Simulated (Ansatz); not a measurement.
**BClFH3OSi: ionisation energy by level of theory**

One table from this session's results is given with a row withheld; the runs are named, their logs left out.

The runs use Ansatz 0.2.0, Gaussian basis; unrestricted cation, the program's frozen cores in correlated methods.

Plan: UKS PBE-D4/def2-TZVPP; UKS r2SCAN-D4/def2-TZVPP; UKS PBE0-D4/def2-TZVPP; UKS B3LYP-D4/def2-TZVPP; UKS wB97X-V/def2-TZVPP; UKS wB97M-V/def2-TZVPP; UKS B2PLYP/def2-TZVPP; UHF-CCSD(T)/def2-TZVPP; UHF-MP2/def2-QZVPP; extrapolation to the limit; then −ε(HOMO) from the neutral's earlier runs with LDA (SPW92), PBE-D4, revPBE-D4, BLYP-D4, r2SCAN-D4, B97M-V, PBE0-D4, B3LYP-D4, r2SCANh-D4, r2SCAN0-D4, HSE06-D4, BHLYP-D4, CAM-B3LYP-D4, LC-ωPBE, ωB97X-V, ωB97M-V.

### The geometry

An earlier PBE0-D4 in a triple-zeta def2 set relaxation fixed the geometry.

SMILES `FB(Cl)O[SiH3]`, 8 atoms, charge 0, spin multiplicity 1.

Atoms are counted from 1 here; the program's logs count them from 0.

Bond lengths: F1–B2 1.325 Å, B2–Cl3 1.754 Å, B2–O4 1.334 Å, O4–Si5 1.660 Å, Si5–H6 1.480 Å, Si5–H7 1.480 Å, Si5–H8 1.482 Å. Angles: F1–B2–Cl3 117.8°, F1–B2–O4 121.7°, Cl3–B2–O4 120.6°, B2–O4–Si5 137.4°, O4–Si5–H6 107.4°, O4–Si5–H7 107.3°, O4–Si5–H8 110.5°, H6–Si5–H7 110.5°, H6–Si5–H8 110.6°, H7–Si5–H8 110.6°.

Geometry (Å):

```tsv
atom	x (Å)	y (Å)	z (Å)
F1	-1.5054	-0.1661	-1.5009
B2	-1.3892	-0.5399	-0.2346
Cl3	-2.7459	-1.3760	0.4983
O4	-0.2828	-0.2944	0.4697
Si5	1.1903	0.4298	0.2190
H6	1.2901	1.5664	1.1622
H7	2.2319	-0.5806	0.5114
H8	1.3031	0.9037	-1.1808
```

The first run:

Input file in.yaml:

```yaml
crystal:
  periodic: [false, false, false]
  atoms:
    - {symbol: F, position_ang: [-1.505407, -0.166098, -1.500894]}
    - {symbol: B, position_ang: [-1.389237, -0.539934, -0.234634]}
    - {symbol: Cl, position_ang: [-2.745874, -1.376010, 0.498291]}
    - {symbol: O, position_ang: [-0.282758, -0.294443, 0.469740]}
    - {symbol: Si, position_ang: [1.190276, 0.429754, 0.218995]}
    - {symbol: H, position_ang: [1.290116, 1.566413, 1.162190]}
    - {symbol: H, position_ang: [2.231880, -0.580582, 0.511352]}
    - {symbol: H, position_ang: [1.303107, 0.903699, -1.180841]}
basis:
  gaussian: {orbitals: def2-TZVPP}
total_charge: 1
magnetization: {spin_polarized: true, initial_magnetization: 1}
hamiltonian: {xc: pbe, dispersion: d4}
```

The run is started by

```bash
$ ansatz run in.yaml --threads 2 --pin off --events-out ev --progress --plain --max-ram 32768MiB --backend cpu
```

Among the steps run: Cation, UKS PBE-D4/def2-TZVPP; Cation, UKS r2SCAN-D4/def2-TZVPP; Cation, UKS PBE0-D4/def2-TZVPP; Cation, UKS B3LYP-D4/def2-TZVPP; Cation, UKS wB97X-V/def2-TZVPP; Cation, UKS wB97M-V/def2-TZVPP; Cation, UKS B2PLYP (frozen core)/def2-TZVPP; Cation, UHF-CCSD(T)/def2-TZVPP; Cation, UHF-MP2/def2-QZVPP.

One of the session's tables, all rows but one given; the rest of the session is left out.

It belongs to the step «Ionisation energies side by side». For comparison, −ε(HOMO) of the neutral from earlier runs:

```
  functional  −ε(HOMO) (eV)
 LDA (SPW92)           7.92
      PBE-D4              ?
   revPBE-D4           7.72
     BLYP-D4           7.61
   r2SCAN-D4           8.16
      B97M-V           8.29
     PBE0-D4           9.28
    B3LYP-D4           8.98
  r2SCANh-D4           8.71
  r2SCAN0-D4           9.54
    HSE06-D4           8.88
    BHLYP-D4          10.63
CAM-B3LYP-D4          10.69
     LC-ωPBE          12.15
     ωB97X-V          11.76
     ωB97M-V          11.61
```

Estimate the missing values for PBE-D4.

As computed: −ε(HOMO) (eV): 7.77. In the column «−ε(HOMO) (eV)» it lies between revPBE-D4 (7.72) and LDA (SPW92) (7.92).
